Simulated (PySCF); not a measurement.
**CH7BO2SSi: geometry, spin-spin couplings**

Aim: predict the spin-spin couplings of CH7BO2SSi (`CS[SiH2]B(O)O`).

The runs use PySCF 2.14.0, with density-fitted response routines of our own; the level of theory stands in each step. All values are computed, except where a source is named. Atoms are numbered from 0 throughout.

### 1 The molecule as given

13 atoms, charge 0, multiplicity 1; geometry from: GFN2-xTB. The atoms were then displaced at random by about 0.01 Å, so the start is not that level's minimum.

Bonds of the start (Å): C0–S1 1.84, S1–Si2 2.17, Si2–B3 1.94, B3–O4 1.40, B3–O5 1.33, C0–H6 1.10, C0–H7 1.07, C0–H8 1.07, Si2–H9 1.46, Si2–H10 1.47, O4–H11 0.96, O5–H12 0.97.

### 2 Optimising the geometry at PBE0-D3(BJ)/def2-SVP

The job: settings as JSON, then the geometry in Å.

```
{"job": {"xc": "PBE0", "basis": "def2-SVP", "d3": "d3bj", "grid": 1, "shake": 0.01, "kind": "geom"}, "charge": 0, "multiplicity": 1}
C      2.266290    -0.344080    -0.184380
S      1.516030     0.955470     0.887440
Si    -0.390110     1.261760    -0.106240
B     -1.384660    -0.395820    -0.316070
O     -2.761050    -0.516480    -0.113630
O     -0.791350    -1.514300    -0.725850
H      2.494130     0.117250    -1.152760
H      3.168040    -0.658810     0.290880
H      1.542470    -1.131930    -0.286410
H     -0.059110     1.965820    -1.341010
H     -0.978630     2.266880     0.794850
H     -3.234860     0.257050     0.206120
H     -1.381390    -2.279710    -0.824540
```

On the command line:

```
$ OMP_NUM_THREADS=1 python probes_run.py task.json out
```

The driver reads the jobs from task.json and runs them one after another.

**Question.** This job is followed by: B3LYP/cc-pVTZ indirect spin-spin coupling, non-relativistic, gas phase; B3LYP/6-31G* indirect spin-spin coupling, non-relativistic, gas phase. What will the session give for the following? point group; rotational constants (main isotopes); largest coupling of the table (B3LYP/cc-pVTZ); range of J(Si2,H9), mean over like pairs.

The runs gave:

| quantity | value |
| --- | --- |
| point group | C1 |
| rotational constants (main isotopes) | 3.49, 1.34, 1.11 GHz |
| largest coupling of the table (B3LYP/cc-pVTZ) | 1J(Si,H) Si2–H9, -150.0 Hz |
| range of J(Si2,H9), mean over like pairs | -172.8 to -150.0 Hz |

What this shows: The optimisation took 10 steps and gained 0.270 eV; among the close pairs (by a distance rule), Si2–B3 changed most, from 1.944 to 2.037 Å. No frequency check was run at this level, so the end point may be a saddle. In the run at B3LYP/cc-pVTZ, the largest coupling of the table is Si2–H9 (mean over like pairs), -150.0 Hz, of which the Fermi-contact term gives -150.4 Hz. Couplings across rotatable bonds belong to this one conformer; where others are populated, the observed values are averages. The coupling Si2–H9, as a mean over pairs of its kind, runs from -172.8 Hz (B3LYP/6-31G*) to -150.0 Hz (B3LYP/cc-pVTZ). Couplings from bases without tight functions are rough.
